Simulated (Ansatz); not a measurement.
ZnRe2, 3 atoms in the cell. It takes space group Fm-3m (No. 225, cubic). The conventional cell has a = 5.791 Å, b = 5.791 Å, c = 5.791 Å, α = 90.00°, β = 90.00°, γ = 90.00°. Zn (site symmetry m-3m) has 8 Re at 2.51 Å as nearest neighbours. Around Re (site symmetry -43m) lie 4 Zn at 2.51 Å. The cell was built by a generator and needn't be a form met in nature.

| Property | Result |
| --- | --- |
| Program | Ansatz 0.2.0 |
| Task | band structure |
| Functional | PBEsol |
| Potentials or basis | Ansatz PAW |
| Cutoff | 420 eV (not typed: the program's choice for these potentials) |
| k mesh | 8 × 8 × 8 |
| Occupations | fermi-dirac, width 0.05 eV |
| Spin | no spin polarisation |
| Path | [["G", "X", "W", "K", "G", "L", "U", "W", "L", "K"], ["U", "X"]] |
| Points for each segment of the path | 14 |

Potentials or basis: Ansatz PAW.

Launch:

```bash
$ ansatz run input.yaml --threads 2 --pin off --max-ram 5632MiB --backend cpu --events-out ev --progress --plain --runs-dir out
```

Hardware: 2 threads of Arm Neoverse V2 (shared host).

Q: How long does it take, and how much memory?

A: Wall time 3 s on 2 threads of Arm Neoverse V2 (shared host), peak memory 0.35 GiB. Counts: scf iterations 7, plane waves 941, k points 29, bands 28.
